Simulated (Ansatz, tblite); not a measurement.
# The cluster TiH2O3: isomers from a random search

Aim: relax the candidate shapes of the cluster TiH2O3 that a cheap search turned up, and see how the levels of theory order them.

Program: Ansatz 0.2.0, Gaussian basis. Level of theory: relaxed with PBE0-D4/def2-SVP, singlet. These are calculated values, not measurements.

## 1. Where the work starts

6 atoms, charge 0, spin multiplicity 1.

Atoms are counted from 1 here; the program's logs count them from 0.

Bond lengths: Ti1–O2 1.713 Å, Ti1–O3 1.713 Å, Ti1–O4 1.694 Å, Ti1–H6 1.593 Å, O2–O3 1.413 Å, O4–H5 0.958 Å. Angles: O2–Ti1–O3 48.7°, O2–Ti1–O4 125.4°, O2–Ti1–H6 114.9°, O3–Ti1–O4 124.7°, O3–Ti1–H6 115.3°, O4–Ti1–H6 113.2°, Ti1–O2–O3 65.6°, Ti1–O3–O2 65.6°, Ti1–O4–H5 168.7°.

Geometry (Å):

```tsv
atom	x (Å)	y (Å)	z (Å)
Ti1	0.2608	0.2281	-0.0031
O2	-0.1558	0.9367	-1.5062
O3	-0.7337	1.5705	-0.3828
O4	-0.3069	-1.2619	0.5701
H5	-0.7836	-2.0622	0.7953
H6	1.7192	0.5889	0.5265
```

No spin-orbit coupling is included.

A search from random starts with GFN2-xTB found 4 distinct shapes; 3 go on here. The structure above is candidate A, which lies 0.00 eV above the lowest at that level; B lies 1.42 eV above the lowest at that level; C lies 1.50 eV above the lowest at that level.

## 2. Relaxing candidate A

File in.yaml:

```yaml
crystal:
  periodic: [false, false, false]
  atoms:
    - {symbol: Ti, position_ang: [0.260830, 0.228080, -0.003070]}
    - {symbol: O, position_ang: [-0.155790, 0.936670, -1.506150]}
    - {symbol: O, position_ang: [-0.733730, 1.570480, -0.382780]}
    - {symbol: O, position_ang: [-0.306910, -1.261940, 0.570120]}
    - {symbol: H, position_ang: [-0.783640, -2.062220, 0.795340]}
    - {symbol: H, position_ang: [1.719250, 0.588930, 0.526550]}
basis:
  gaussian: {orbitals: def2-SVP}
hamiltonian: {xc: pbe0, dispersion: d4}
scf: {omitted_lower_state_checks: [starts]}
output: {orbitals: {seedname: orbitals}}
relax: {f_tol: 0.02, max_steps: 100}
```

Command:

```
ansatz run in.yaml --threads 4 --pin off --events-out ev --progress --plain --max-ram 3916MiB
```

Output (excerpt; [...] marks lines left out):

```text
Functional definition: PBE0
  name "PBE0"
  cite "Adamo & Barone, J. Chem. Phys. 110, 6158 (1999) doi:10.1063/1.478522"
  cite "Perdew, Burke & Ernzerhof, Phys. Rev. Lett. 77, 3865 (1996) doi:10.1103/PhysRevLett.77.3865"
  parent pbe
[...]
936 factors; integrals over basis functions are off by at most 1.7e-4 eV
[...]
mean field -29268.40746400 eV, -1075.5941354630 hartree, gradient 4.8e-5 eV, S^2 0.000000; 0 other end points of the search recorded, 0 dependent functions left out
[...]
reference -29268.40752899 eV, -1075.5941378511 hartree; 24, 24 occupied and 59, 59 virtual orbitals, 936 factors
relax step   1: F+E_penalty+E_count = -29268.50188514 eV  Δ(F+E_penalty+E_count) = +0.000e0 eV  max|allowed force component| = 2.569e0 eV/Å  Δτ_max = 0.0000 Å  (29 SCF iters, accepted)
[...]
relax step   3: F+E_penalty+E_count = -29268.82697678 eV  Δ(F+E_penalty+E_count) = -3.342e-2 eV  max|allowed force component| = 1.327e-1 eV/Å  Δτ_max = 0.0265 Å  (37 SCF iters, accepted)
[...]
relax step   5: F+E_penalty+E_count = -29268.78199803 eV  Δ(F+E_penalty+E_count) = +5.476e-2 eV  max|allowed force component| = 2.009e0 eV/Å  Δτ_max = 0.1972 Å  (42 SCF iters, rejected (line search))
[...]
relax step   7: F+E_penalty+E_count = -29268.85722934 eV  Δ(F+E_penalty+E_count) = -1.327e-2 eV  max|allowed force component| = 3.862e-2 eV/Å  Δτ_max = 0.0998 Å  (37 SCF iters, accepted)
[...]
relax step   8: F+E_penalty+E_count = -29268.85944468 eV  Δ(F+E_penalty+E_count) = -2.215e-3 eV  max|allowed force component| = 4.138e-2 eV/Å  Δτ_max = 0.0798 Å  (37 SCF iters, accepted)
[...]
relax step   9: F+E_penalty+E_count = -29268.85959528 eV  Δ(F+E_penalty+E_count) = -1.506e-4 eV  max|allowed force component| = 1.661e-2 eV/Å  Δτ_max = 0.0082 Å  (39 SCF iters, accepted)
[...]
936 factors; integrals over basis functions are off by at most 2.1e-4 eV
mean field -29268.76941315 eV, -1075.6074368486 hartree, gradient 1.2e-5 eV, S^2 0.000000; 0 other end points of the search recorded, 0 dependent functions left out
[...]
reference -29268.76948551 eV, -1075.6074395080 hartree; 24, 24 occupied and 59, 59 virtual orbitals, 936 factors
Total energy: -29268.85966764 eV, -1075.6107536402 hartree
Atom 0 at     0.326929     0.220786     0.037067 Å, force    -0.000231    -0.016613     0.012740 eV/Å
Atom 1 at    -0.231393     0.866439    -1.519814 Å, force     0.000864     0.001763    -0.007619 eV/Å
Atom 2 at    -0.808469     1.521371    -0.377727 Å, force     0.002482     0.004958     0.002448 eV/Å
Atom 3 at    -0.214075    -1.345640     0.664042 Å, force    -0.002129     0.002888    -0.001517 eV/Å
Atom 4 at    -0.957784    -1.954138     0.642581 Å, force    -0.000035    -0.001412    -0.001024 eV/Å
Atom 5 at     1.884803     0.691182     0.553861 Å, force    -0.000953     0.008416    -0.005029 eV/Å
Dipole moment:    -0.160256    -0.554507     0.238505 e Å
Checks for a lower state left out: starts
```

It took 10 s on 4 threads of Arm Neoverse V2, shared host.

Along the way: (the energy doesn't fall at every step)

```tsv
step	energy from step 1 (eV)	largest force component (eV/Å)
1	0.0000	2.5686
2	-0.2917	0.9355
3	-0.3251	0.1327
4	-0.3349	0.1443
5	-0.2801	2.0090
6	-0.3421	0.2751
7	-0.3553	0.0386
8	-0.3576	0.0414
9	-0.3577	0.0166
```

Distances of close pairs at the start and the end, largest changes first:

```tsv
bond	before (Å)	after (Å)	change (Å)
Ti1–H6	1.593	1.707	+0.114
Ti1–O4	1.694	1.772	+0.077
Ti1–O2	1.713	1.776	+0.062
Ti1–O3	1.713	1.776	+0.062
O2–O3	1.413	1.437	+0.024
O4–H5	0.958	0.961	+0.003
```

## 3. Relaxing candidate B

File in.yaml:

```yaml
crystal:
  periodic: [false, false, false]
  atoms:
    - {symbol: Ti, position_ang: [-0.022710, -0.635280, 0.305860]}
    - {symbol: O, position_ang: [-1.064640, 0.487300, -0.632270]}
    - {symbol: O, position_ang: [-0.122050, 1.306830, 0.089560]}
    - {symbol: O, position_ang: [1.313880, -1.075770, -0.442160]}
    - {symbol: H, position_ang: [-0.538320, -1.735060, 1.320600]}
    - {symbol: H, position_ang: [0.433830, 1.651980, -0.641600]}
basis:
  gaussian: {orbitals: def2-SVP}
hamiltonian: {xc: pbe0, dispersion: d4}
scf: {omitted_lower_state_checks: [starts]}
output: {orbitals: {seedname: orbitals}}
relax: {f_tol: 0.02, max_steps: 100}
```

Launched as before.

Output (excerpt; [...] marks lines left out):

```text
Functional definition: PBE0
  name "PBE0"
  cite "Adamo & Barone, J. Chem. Phys. 110, 6158 (1999) doi:10.1063/1.478522"
  cite "Perdew, Burke & Ernzerhof, Phys. Rev. Lett. 77, 3865 (1996) doi:10.1103/PhysRevLett.77.3865"
  parent pbe
[...]
933 factors; integrals over basis functions are off by at most 2.1e-4 eV
[...]
mean field -29267.72366487 eV, -1075.5690063084 hartree, gradient 7.4e-5 eV, S^2 0.000000; 0 other end points of the search recorded, 0 dependent functions left out
[...]
reference -29267.72373282 eV, -1075.5690088056 hartree; 24, 24 occupied and 59, 59 virtual orbitals, 933 factors
relax step   1: F+E_penalty+E_count = -29267.81940742 eV  Δ(F+E_penalty+E_count) = +0.000e0 eV  max|allowed force component| = 2.575e0 eV/Å  Δτ_max = 0.0000 Å  (28 SCF iters, accepted)
[...]
mean field -29268.11115944 eV, -1075.5832464711 hartree, gradient 1.1e-5 eV, S^2 0.000000; 0 other end points of the search recorded, 0 dependent functions left out
[...]
reference -29268.11122714 eV, -1075.5832489592 hartree; 24, 24 occupied and 59, 59 virtual orbitals, 933 factors
Total energy: -29268.20244857 eV, -1075.5866012847 hartree
Atom 0 at     0.057177    -0.663779     0.280150 Å, force    -0.006457    -0.000974     0.000794 eV/Å
Atom 1 at    -1.012376     0.521269    -0.759950 Å, force     0.002456    -0.001181     0.002179 eV/Å
Atom 2 at    -0.193871     1.363081     0.077028 Å, force    -0.002343     0.000651     0.002164 eV/Å
Atom 3 at     1.297617    -1.249015    -0.505857 Å, force     0.003888    -0.001576    -0.001775 eV/Å
Atom 4 at    -0.540823    -1.783523     1.464293 Å, force     0.000525     0.000102    -0.000079 eV/Å
Atom 5 at     0.392267     1.811967    -0.555675 Å, force     0.001931     0.002978    -0.003283 eV/Å
Dipole moment:     0.151142     0.679185     0.084047 e Å
Checks for a lower state left out: starts
```

It took 8 s on 4 threads of Arm Neoverse V2, shared host.

Relaxation path:

```tsv
step	energy from step 1 (eV)	largest force component (eV/Å)
1	0.0000	2.5754
2	-0.3310	1.1891
3	-0.3774	0.1772
4	-0.3814	0.0503
5	-0.3825	0.0523
6	-0.3830	0.0205
7	-0.3830	0.0065
```

Close pairs (by a distance rule), those that changed most:

```tsv
bond	before (Å)	after (Å)	change (Å)
Ti1–H5	1.583	1.736	+0.153
Ti1–O2	1.796	1.905	+0.109
Ti1–O3	1.957	2.052	+0.096
Ti1–O4	1.594	1.581	-0.013
O3–H6	0.981	0.972	-0.009
O2–O3	1.443	1.442	-0.001
```

## 4. Relaxing candidate C

File in.yaml:

```yaml
crystal:
  periodic: [false, false, false]
  atoms:
    - {symbol: Ti, position_ang: [-0.322640, -0.170170, 0.269750]}
    - {symbol: O, position_ang: [-0.013740, 0.035320, -1.473660]}
    - {symbol: O, position_ang: [0.814670, 1.201930, 0.257760]}
    - {symbol: O, position_ang: [1.128640, 0.291110, -0.735670]}
    - {symbol: H, position_ang: [-1.809940, 0.195550, 0.733180]}
    - {symbol: H, position_ang: [0.203000, -1.553740, 0.948640]}
basis:
  gaussian: {orbitals: def2-SVP}
hamiltonian: {xc: pbe0, dispersion: d4}
scf: {omitted_lower_state_checks: [starts]}
output: {orbitals: {seedname: orbitals}}
relax: {f_tol: 0.02, max_steps: 100}
```

The command is unchanged.

Output (excerpt; [...] marks lines left out):

```text
Functional definition: PBE0
  name "PBE0"
  cite "Adamo & Barone, J. Chem. Phys. 110, 6158 (1999) doi:10.1063/1.478522"
  cite "Perdew, Burke & Ernzerhof, Phys. Rev. Lett. 77, 3865 (1996) doi:10.1103/PhysRevLett.77.3865"
  parent pbe
[...]
938 factors; integrals over basis functions are off by at most 2.0e-4 eV
[...]
mean field -29263.41179762 eV, -1075.4105481095 hartree, gradient 3.2e-5 eV, S^2 0.000000; 0 other end points of the search recorded, 0 dependent functions left out
[...]
reference -29263.41185414 eV, -1075.4105501867 hartree; 24, 24 occupied and 59, 59 virtual orbitals, 938 factors
relax step   1: F+E_penalty+E_count = -29263.50486877 eV  Δ(F+E_penalty+E_count) = +0.000e0 eV  max|allowed force component| = 3.976e0 eV/Å  Δτ_max = 0.0000 Å  (29 SCF iters, accepted)
[...]
mean field -29263.97365998 eV, -1075.4311961706 hartree, gradient 1.9e-5 eV, S^2 0.000000; 0 other end points of the search recorded, 0 dependent functions left out
[...]
reference -29263.97372592 eV, -1075.4311985938 hartree; 24, 24 occupied and 59, 59 virtual orbitals, 938 factors
Total energy: -29264.06888422 eV, -1075.4346955968 hartree
Atom 0 at    -0.375719    -0.206528     0.318743 Å, force     0.018179     0.013355    -0.018050 eV/Å
Atom 1 at     0.056084    -0.162921    -1.419899 Å, force    -0.004280    -0.005758     0.002200 eV/Å
Atom 2 at     0.910521     1.040261     0.367017 Å, force    -0.002142    -0.002557     0.006573 eV/Å
Atom 3 at     1.180800     0.673944    -1.018381 Å, force    -0.007802    -0.001962     0.005161 eV/Å
Atom 4 at    -1.940362     0.297213     0.727536 Å, force    -0.002528    -0.000735     0.001872 eV/Å
Atom 5 at     0.168666    -1.641969     1.024985 Å, force    -0.001427    -0.002342     0.002244 eV/Å
Dipole moment:    -0.231045    -0.125733     0.195184 e Å
Checks for a lower state left out: starts
```

It took 14 s on 4 threads of Arm Neoverse V2, shared host.

Step by step: (the energy doesn't fall at every step)

```tsv
step	energy from step 1 (eV)	largest force component (eV/Å)
1	0.0000	3.9758
2	-0.3939	2.1360
3	-0.5052	0.6232
4	-0.5311	0.3113
5	-0.5474	0.0825
6	-0.5520	0.2137
7	-0.5571	0.2809
8	-0.5516	0.5316
9	-0.5622	0.1034
10	-0.5635	0.0292
11	-0.5639	0.0273
12	-0.5639	0.0286
13	-0.5639	0.0182
```

Distances of close pairs at the start and the end, largest changes first:

```tsv
bond	before (Å)	after (Å)	change (Å)
Ti1–O4	1.825	2.233	+0.408
Ti1–H5	1.600	1.694	+0.094
O3–O4	1.384	1.458	+0.074
O2–O4	1.384	1.458	+0.074
Ti1–H6	1.628	1.690	+0.062
Ti1–O3	1.782	1.792	+0.010
Ti1–O2	1.782	1.792	+0.010
```

## 5. The relaxed candidates

```tsv
candidate	point group	bonds (count, mean Å)	energy above the lowest (kcal/mol)
A	Cs	O–Ti 3, 1.77; O–O 1, 1.44; H–O 1, 0.96; H–Ti 1, 1.71	0.0
B	C1	O–Ti 3, 1.85; O–O 1, 1.44; H–Ti 1, 1.74; H–O 1, 0.97	15.2
C	Cs	O–Ti 3, 1.94; O–O 2, 1.46; H–Ti 2, 1.69	110.5
```

## 6. Candidate B, GFN1-xTB

Tight binding, by tblite at 300 K electronic temperature and without a spin-polarisation term:

```python
tblite.interface.Calculator('GFN1-xTB', numbers, positions, charge=0, uhf=0).singlepoint()
```

Energy -446.3916 eV, HOMO -13.06 eV, LUMO -10.18 eV; 0.003 s.

## 7. Candidate B, GFN2-xTB

Tight binding, by tblite at 300 K electronic temperature and without a spin-polarisation term:

```python
tblite.interface.Calculator('GFN2-xTB', numbers, positions, charge=0, uhf=0).singlepoint()
```

Energy -402.3949 eV, HOMO -11.20 eV, LUMO -8.88 eV; 0.002 s.

## 8. Candidate B, PBE0-D4/def2-TZVP

start.molden holds the orbitals of an earlier run on this state, given as this run's starting guess.

File in.yaml:

```yaml
crystal:
  periodic: [false, false, false]
  atoms:
    - {symbol: Ti, position_ang: [0.057177, -0.663779, 0.280150]}
    - {symbol: O, position_ang: [-1.012376, 0.521269, -0.759950]}
    - {symbol: O, position_ang: [-0.193871, 1.363081, 0.077028]}
    - {symbol: O, position_ang: [1.297617, -1.249015, -0.505857]}
    - {symbol: H, position_ang: [-0.540823, -1.783523, 1.464293]}
    - {symbol: H, position_ang: [0.392267, 1.811967, -0.555675]}
basis:
  gaussian: {orbitals: def2-TZVP, initial_orbitals: start.molden}
hamiltonian: {xc: pbe0, dispersion: d4}
scf: {omitted_lower_state_checks: [starts]}
output: {orbitals: {seedname: orbitals}}
```

Launched as before.

Output:

```text
Functional definition: PBE0
  name "PBE0"
  cite "Adamo & Barone, J. Chem. Phys. 110, 6158 (1999) doi:10.1063/1.478522"
  cite "Perdew, Burke & Ernzerhof, Phys. Rev. Lett. 77, 3865 (1996) doi:10.1103/PhysRevLett.77.3865"
  parent pbe
  parameter a = 0.25
  parameter kappa = 0.804
  parameter beta = 0.06672455060314922
  exchange = (1 - a)*pbe_x(kappa = kappa, mu = beta*pi^2/3) + a*exact_x
  correlation = pbe_c(beta = beta)
these checks for a lower state are left out or cut short: starts
1007 factors; their error is unknown
mean field evaluation 1: about -29213.3667 eV, gradient 2.0e2 eV
mean field evaluation 2: about -29244.4174 eV, gradient 3.9e1 eV
mean field evaluation 4: about -29275.4359 eV, gradient 4.1e1 eV
mean field evaluation 8: about -29278.6834 eV, gradient 3.2e-1 eV
mean field -29278.68354051 eV, -1075.9717743094 hartree, gradient 8.9e-5 eV, S^2 0.000000; 0 other end points of the search recorded, 0 dependent functions left out
reference -29278.68357885 eV, -1075.9717757184 hartree; 24, 24 occupied and 126, 126 virtual orbitals, 1007 factors
Total energy: -29278.77480028 eV, -1075.9751280441 hartree
Checks for a lower state left out: starts
```

Run time: 1.5 s. Hardware: 4 threads of Arm Neoverse V2, shared host.

HOMO -8.05 eV, LUMO -2.63 eV.

## 9. Candidate B, PBE-D4/def2-TZVP

Edit in.yaml of step 8 so:

```diff
@@ -11,4 +11,4 @@
   gaussian: {orbitals: def2-TZVP, initial_orbitals: start.molden}
-hamiltonian: {xc: pbe0, dispersion: d4}
+hamiltonian: {xc: pbe, dispersion: d4}
 scf: {omitted_lower_state_checks: [starts]}
-output: {orbitals: {seedname: orbitals}}
+output: {forces: true, orbitals: {seedname: orbitals}}
```

Same command.

Output (excerpt; [...] marks lines left out):

```text
Functional definition: PBE
  name "PBE"
  cite "Perdew, Burke & Ernzerhof, Phys. Rev. Lett. 77, 3865 (1996) doi:10.1103/PhysRevLett.77.3865"
  parent pbe
[...]
954 factors; their error is unknown
[...]
mean field -29279.18022983 eV, -1075.9900273053 hartree, gradient 8.7e-6 eV, S^2 0.000000; 0 other end points of the search recorded, 0 dependent functions left out
[...]
reference -29279.18028528 eV, -1075.9900293428 hartree; 24, 24 occupied and 126, 126 virtual orbitals, 954 factors
Total energy: -29279.28923245 eV, -1075.9940330776 hartree
Atom 0 at     0.057177    -0.663779     0.280150 Å, force    -1.236315     0.487223     1.132681 eV/Å
Atom 1 at    -1.012376     0.521269    -0.759950 Å, force    -0.703197    -0.182854    -0.706119 eV/Å
Atom 2 at    -0.193871     1.363081     0.077028 Å, force     0.091681     0.486253     0.782832 eV/Å
Atom 3 at     1.297617    -1.249015    -0.505857 Å, force     1.617224    -0.817150    -1.013819 eV/Å
Atom 4 at    -0.540823    -1.783523     1.464293 Å, force    -0.063335    -0.145675     0.122866 eV/Å
Atom 5 at     0.392267     1.811967    -0.555675 Å, force     0.293943     0.172202    -0.318441 eV/Å
Dipole moment:     0.111591     0.728390     0.065833 e Å
Checks for a lower state left out: starts
```

Wall time 1.2 s (4 threads of Arm Neoverse V2, shared host).

From the report: HOMO -6.56 eV, LUMO -3.67 eV.

## 10. Candidate B, r2SCAN-D4/def2-TZVP

Edit in.yaml of step 9 so:

```diff
@@ -11,4 +11,4 @@
   gaussian: {orbitals: def2-TZVP, initial_orbitals: start.molden}
-hamiltonian: {xc: pbe, dispersion: d4}
+hamiltonian: {xc: r2scan, dispersion: d4}
 scf: {omitted_lower_state_checks: [starts]}
-output: {forces: true, orbitals: {seedname: orbitals}}
+output: {orbitals: {seedname: orbitals}}
```

Same command.

Output:

```text
Functional definition: r2SCAN
  name "r2SCAN"
  cite "Furness, Kaplan, Ning, Perdew & Sun, J. Phys. Chem. Lett. 11, 8208 (2020) doi:10.1021/acs.jpclett.0c02405"
  cite "Furness, Kaplan, Ning, Perdew & Sun, J. Phys. Chem. Lett. 11, 9248 (2020) doi:10.1021/acs.jpclett.0c03077"
  parent r2scan
  parameter k0 = 0.174
  parameter k1 = 0.065
  parameter a1 = 4.9479
  exchange = r2scan_x(k0 = k0, k1 = k1, a1 = a1)
  correlation = r2scan_c
these checks for a lower state are left out or cut short: starts
954 factors; their error is unknown
mean field evaluation 1: about -29287.3581 eV, gradient 6.3e0 eV
mean field evaluation 2: about -29287.4298 eV, gradient 1.4e-1 eV
mean field evaluation 4: about -29287.4169 eV, gradient 2.0e-4 eV
mean field -29287.41692286 eV, -1076.2927201908 hartree, gradient 1.7e-5 eV, S^2 0.000000; 0 other end points of the search recorded, 0 dependent functions left out
reference -29287.41693939 eV, -1076.2927207983 hartree; 24, 24 occupied and 126, 126 virtual orbitals, 954 factors
Total energy: -29287.44206864 eV, -1076.2936442814 hartree
Checks for a lower state left out: starts
```

Run time: 2 s. Hardware: 4 threads of Arm Neoverse V2, shared host.

From the report: HOMO -6.94 eV, LUMO -3.51 eV.

## 11. Candidate B, LDA/def2-TZVP

Edit in.yaml of step 10 so:

```diff
@@ -11,3 +11,3 @@
   gaussian: {orbitals: def2-TZVP, initial_orbitals: start.molden}
-hamiltonian: {xc: r2scan, dispersion: d4}
+hamiltonian: {xc: lda}
 scf: {omitted_lower_state_checks: [starts]}
```

The command is unchanged.

Output:

```text
Functional definition: SPW92
  name "SPW92"
  cite "Dirac, Proc. Camb. Phil. Soc. 26, 376 (1930) doi:10.1017/S0305004100016108"
  cite "Slater, Phys. Rev. 81, 385 (1951) doi:10.1103/PhysRev.81.385"
  cite "Perdew & Wang, Phys. Rev. B 45, 13244 (1992) doi:10.1103/PhysRevB.45.13244"
  exchange = slater_x
  correlation = pw_c
these checks for a lower state are left out or cut short: starts
954 factors; their error is unknown
mean field evaluation 1: about -29191.9348 eV, gradient 4.3e1 eV
mean field evaluation 2: about -29192.4097 eV, gradient 7.4e-1 eV
mean field evaluation 4: about -29192.4018 eV, gradient 3.1e-1 eV
mean field evaluation 8: about -29192.4019 eV, gradient 1.1e-5 eV
mean field -29192.40192072 eV, -1072.8009832659 hartree, gradient 1.1e-5 eV, S^2 0.000000; 0 other end points of the search recorded, 0 dependent functions left out
reference -29192.40197156 eV, -1072.8009851341 hartree; 24, 24 occupied and 126, 126 virtual orbitals, 954 factors
Total energy: -29192.40197156 eV, -1072.8009851341 hartree
Checks for a lower state left out: starts
```

Wall time 0.65 s (4 threads of Arm Neoverse V2, shared host).

HOMO -6.65 eV, LUMO -3.99 eV.

## 12. Candidate B, ωB97M-V/def2-TZVP

Edit in.yaml of step 11 so:

```diff
@@ -11,3 +11,3 @@
   gaussian: {orbitals: def2-TZVP, initial_orbitals: start.molden}
-hamiltonian: {xc: lda}
+hamiltonian: {xc: {name: wB97M-V}}
 scf: {omitted_lower_state_checks: [starts]}
```

Launched as before.

Output (excerpt; [...] marks lines left out):

```text
Functional definition: wB97M-V
  name "wB97M-V"
  cite "Mardirossian & Head-Gordon, J. Chem. Phys. 144, 214110 (2016) doi:10.1063/1.4952647"
  cite "Becke, J. Chem. Phys. 107, 8554 (1997) doi:10.1063/1.475007"
  cite "Vydrov & Van Voorhis, J. Chem. Phys. 133, 244103 (2010) doi:10.1063/1.3521275"
  # Of w^i u^j: cxij and so on, Table III.
[...]
  gx(w, u) = 1 - cx + cx01*u + cx10*w
  gss(w, u) = css00 + css04*u^4 + css10*w + css20*w^2 + css43*w^4*u^3
  gos(w, u) = cos00 + cos10*w + (cos20 + cos21*u)*w^2 + (cos60 + cos61*u)*w^6
[...]
      + integral(e_c_pw_mod_opposite_spin*gos(b97_w_opposite, b97_u_opposite)) + vv10(b, c)
[...]
992 factors; their error is unknown
214 factors; integrals over basis functions are off by at most 1.2e-5 eV
[...]
mean field -29287.33159339 eV, -1076.2895843906 hartree, gradient 8.2e-6 eV, S^2 0.000000; 0 other end points of the search recorded, 0 dependent functions left out
reference -29287.33165608 eV, -1076.2895866947 hartree; 24, 24 occupied and 126, 126 virtual orbitals, 992 factors
Total energy: -29287.33165608 eV, -1076.2895866947 hartree
Checks for a lower state left out: starts
```

Wall time 4.4 s (4 threads of Arm Neoverse V2, shared host).

Report: HOMO -10.43 eV, LUMO -0.61 eV.

## 13. Candidate B, CCSD(T)/def2-TZVPP

Edit in.yaml of step 12 so:

```diff
@@ -10,4 +10,4 @@
 basis:
-  gaussian: {orbitals: def2-TZVP, initial_orbitals: start.molden}
-hamiltonian: {xc: {name: wB97M-V}}
+  gaussian: {orbitals: def2-TZVPP, initial_orbitals: start.molden}
+correlation: {method: ccsd_t}
 scf: {omitted_lower_state_checks: [starts]}
```

Launched as before.

Output (excerpt; [...] marks lines left out):

```text
Functional definition: HF
  name "HF"
  cite "Fock, Z. Phys. 61, 126 (1930) doi:10.1007/BF01340294"
  parent pbe
[...]
1213 factors; integrals over basis functions are off by at most 1.1e-3 eV
[...]
mean field -29230.40773540 eV, -1074.1976711941 hartree, gradient 9.5e-6 eV, S^2 0.000000; 0 other end points of the search recorded, 0 dependent functions left out
8 core orbitals not correlated: weight in the atoms' cores, before any rotation towards them, 1.000 or more for the frozen orbitals, at most 0.000 for the correlated occupied ones
reference -29230.40773540 eV, -1074.1976711941 hartree; 16, 16 occupied and 161, 161 virtual orbitals, 1213 factors
second order -32.05492182 eV of doubles, -0.00000000 eV of singles
cycle   1  -29.38778469 eV  change     2.7e0 eV  update   3.0e-1
[...]
cycle  15  -31.44133052 eV  change   -1.8e-5 eV  update   1.2e-5
perturbative correction -1.79258794 eV, -0.0658763918 hartree
Total energy: -29263.64165386 eV, -1075.4189951706 hartree
Checks for a lower state left out: starts
```

Run time: 48 s. Hardware: 4 threads of Arm Neoverse V2, shared host; peak memory 2.1 GiB.

Report: Hartree-Fock HOMO -11.75 eV, LUMO 0.79 eV; T1 0.028.

(Part 1 of 2 ends here.)
